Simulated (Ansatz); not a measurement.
**SiH4O4 (orthosilicic acid) at CAM-B3LYP/def2-SVP**

Aim: the electronic atomisation energy of SiH4O4 (orthosilicic acid) at CAM-B3LYP/def2-SVP, from 4 runs. 

The calculation is run with Ansatz 0.2.0.

59 further runs of the same task are left out: 1 that didn't finish, 58 set aside as unsound or not needed.

## 1. The structure to begin with

SiH4O4 has 9 atoms, charge 0, and is taken as a singlet. SMILES: `O[Si](O)(O)O`. The coordinates come from a PBE0-D4/def2-TZVP relaxation. This is one conformer, not always the lowest.

Bond lengths: O1–Si2 1.631 Å, Si2–O3 1.631 Å, Si2–O4 1.631 Å, Si2–O5 1.631 Å, O1–H6 0.958 Å, O3–H7 0.958 Å, O4–H8 0.958 Å, O5–H9 0.958 Å. Angles: O1–Si2–O3 106.4°, O1–Si2–O4 115.8°, O1–Si2–O5 106.4°, O3–Si2–O4 106.4°, O3–Si2–O5 115.8°, O4–Si2–O5 106.4°, Si2–O1–H6 116.6°, Si2–O3–H7 116.6°, Si2–O4–H8 116.6°, Si2–O5–H9 116.6°.

## 2. A single-point energy at CAM-B3LYP/def2-SVP

The input, molecule.yaml:

```yaml
crystal:
  periodic: [false, false, false]
  atoms:
    - symbol: O
      position_ang: [-0.969050, 0.776350, -1.057560]
    - symbol: Si
      position_ang: [0.000010, 0.000030, -0.000040]
    - symbol: O
      position_ang: [1.527610, 0.433680, -0.372150]
    - symbol: O
      position_ang: [-0.043140, -1.629280, -0.059900]
    - symbol: O
      position_ang: [-0.515400, 0.419370, 1.489460]
    - symbol: H
      position_ang: [-0.639460, 0.869750, -1.952330]
    - symbol: H
      position_ang: [2.226280, -0.135170, -0.046190]
    - symbol: H
      position_ang: [-0.768040, -2.056130, 0.398680]
    - symbol: H
      position_ang: [-0.818790, 1.321420, 1.600040]
basis:
  gaussian: {orbitals: def2-SVP}
hamiltonian: {xc: {name: CAM-B3LYP}}
accuracy: high
output: {orbitals: {seedname: orbitals}}
```

On the command line:

```sh
ansatz run molecule.yaml --threads 1 --pin off --max-ram 3480MiB --events-out events.jsonl --progress --plain --runs-dir runs
```

The log of the run:

```text
Warning: RAYON_NUM_THREADS=1 ignored (pool sized by the plan → 1); use --threads N
Functional definition: CAM-B3LYP
  name "CAM-B3LYP"
  parameter alpha = 0.19
  parameter beta = 0.46
  parameter omega = 0.33/bohr
  parameter ac = 0.81
  exchange = (1 - alpha - beta)*b88_x + beta*b88_x_sr(omega) + alpha*exact_x + beta*exact_x_lr(omega)
  correlation = (1 - ac)*vwn5_c + ac*lyp_c
2020 factors; integrals over basis functions are off by at most 3.8e-9 eV
390 factors; integrals over basis functions are off by at most 2.0e-9 eV
mean field evaluation 1: about -16113.3917 eV, gradient 8.2e1 eV
mean field evaluation 2: about -16110.7379 eV, gradient 9.2e1 eV
mean field evaluation 4: about -16124.5779 eV, gradient 5.2e-1 eV
mean field evaluation 8: about -16124.7651 eV, gradient 2.7e-2 eV
mean field evaluation 16: about -16124.7651 eV, gradient 8.6e-6 eV
mean field -16124.76512919 eV, -592.5741887395 hartree, gradient 2.5e-8 eV, S^2 0.000000; 0 other end points of the search recorded, 0 dependent functions left out
reference -16124.76514765 eV, -592.5741894178 hartree; 25, 25 occupied and 69, 69 virtual orbitals, 2020 factors
Total energy: -16124.76514765 eV, -592.5741894178 hartree
```

Run time: 4.8 s. Hardware: 1 thread of Intel Xeon 6975P-C (Granite Rapids), shared host; peak memory 0.37 GiB.

## 3. The H atom at the same level

The input, in.yaml:

```yaml
crystal:
  periodic: [false, false, false]
  atoms:
    - {symbol: H, position_ang: [0.000000, 0.000000, 0.000000]}
basis:
  gaussian:
    orbitals: def2-SVP
magnetization:
  spin_polarized: true
  initial_magnetization: 1
hamiltonian:
  xc: {name: CAM-B3LYP}
accuracy: high
```

On the command line:

```sh
ansatz run in.yaml --threads 1 --pin off --max-ram 3480MiB --events-out events.jsonl --progress --plain --runs-dir runs
```

The log of the run, shortened:

```text
Warning: RAYON_NUM_THREADS=1 ignored (pool sized by the plan → 1); use --threads N
[... 8 set-up lines as earlier in the session ...]
15 factors; integrals over basis functions are off by at most 8.9e-10 eV
15 factors; integrals over basis functions are off by at most 8.1e-10 eV
mean field evaluation 1: about -13.5409 eV, gradient 7.1e-1 eV
mean field evaluation 2: about -13.5417 eV, gradient 7.3e-1 eV
mean field evaluation 4: about -13.5484 eV, gradient 6.7e-5 eV
mean field evaluation 8: about -13.5484 eV, gradient 2.5e-10 eV
mean field -13.54840926 eV, -0.4978948570 hartree, gradient 1.9e-10 eV, S^2 0.750000; 0 other end points of the search recorded, 0 dependent functions left out
reference -13.54841854 eV, -0.4978951979 hartree; 1, 0 occupied and 4, 5 virtual orbitals, 15 factors
Total energy: -13.54841854 eV, -0.4978951979 hartree
```

Wall time 0.1 s (1 thread of Intel Xeon 6975P-C (Granite Rapids), shared host).

## 4. The O atom

The input, in.yaml:

```yaml
basis:
  gaussian:
    orbitals: def2-SVP
crystal:
  periodic: [false, false, false]
  atoms:
    - {symbol: O, position_ang: [0.000000, 0.000000, 0.000000]}
magnetization:
  spin_polarized: true
  initial_magnetization: 2
hamiltonian:
  xc: {name: CAM-B3LYP}
accuracy: high
```

Run the same way, it converges to -74.97732 Eh (log not shown).

## 5. The Si atom

The input, run.yaml:

```yaml
crystal:
  periodic: [false, false, false]
  atoms:
    - {symbol: Si, position_ang: [0.000000, 0.000000, 0.000000]}
basis:
  gaussian: {orbitals: def2-SVP}
magnetization: {spin_polarized: true, initial_magnetization: 2}
hamiltonian: {xc: {name: CAM-B3LYP}}
accuracy: high
```

Run the same way, it converges to -289.27834 Eh (log not shown).

## 6. What came out

Level: CAM-B3LYP/def2-SVP.

| quantity | value |
| --- | --- |
| molecule: total energy | -592.57419 Eh |
| molecule: HOMO energy | -10.22 eV |
| molecule: LUMO energy | 2.00 eV |
| molecule: HOMO–LUMO gap | 12.22 eV |
| H atom: total energy | -0.49790 Eh |
| H atom: ⟨S²⟩ | 0.750 |
| O atom: total energy | -74.97732 Eh |
| O atom: ⟨S²⟩ | 2.002 |
| Si atom: total energy | -289.27834 Eh |
| Si atom: ⟨S²⟩ | 2.003 |
| electronic atomisation energy | 37.959 eV |

What this shows: Taking the molecule apart into free atoms costs 37.96 eV (875 kcal/mol), before zero-point energy and without spin-orbit coupling.
